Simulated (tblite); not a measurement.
# C2H8GeO2: the cost of one run

Programs: tblite 0.8.0 and PySCF 2.14.0. All values are calculated, for the isolated system unless a continuum is named. Atoms count from 0, parts from 1.

## Step 1: Starting point

13 atoms, charge -1, multiplicity 2; geometry: distance geometry start.

## Step 2: Geometry optimisation with GFN2-xTB

The job: settings as JSON, then the geometry in Å.

```
{"job": {"kind": "relax", "xc": "GFN2-xTB", "basis": "xTB"}, "charge": -1, "multiplicity": 2}
C     -1.296716     0.128933     0.282217
O     -1.677720    -0.882787    -0.610946
O     -1.544582     1.333377    -0.316081
Ge     0.525699    -0.193865     0.793256
C      1.774055    -0.180523    -0.748569
H     -1.930932     0.062753     1.206804
H     -2.652689    -1.004708    -0.646757
H     -0.876155     2.030573    -0.230954
H      0.600067    -1.636191     1.358698
H      1.073988     0.804432     1.889754
H      2.758297    -0.481663    -0.355382
H      1.859632     0.854490    -1.114280
H      1.411749    -0.871736    -1.518058
```

Level: GFN2-xTB geometry optimisation, gas phase.

On the command line:

```console
OMP_NUM_THREADS=1 python cluster_run.py task.json out
```

This one command runs all jobs of the session in turn.

Q: Estimate the wall time of this first job on 1 thread of Arm Neoverse V1, shared host.

About 7.8 s.
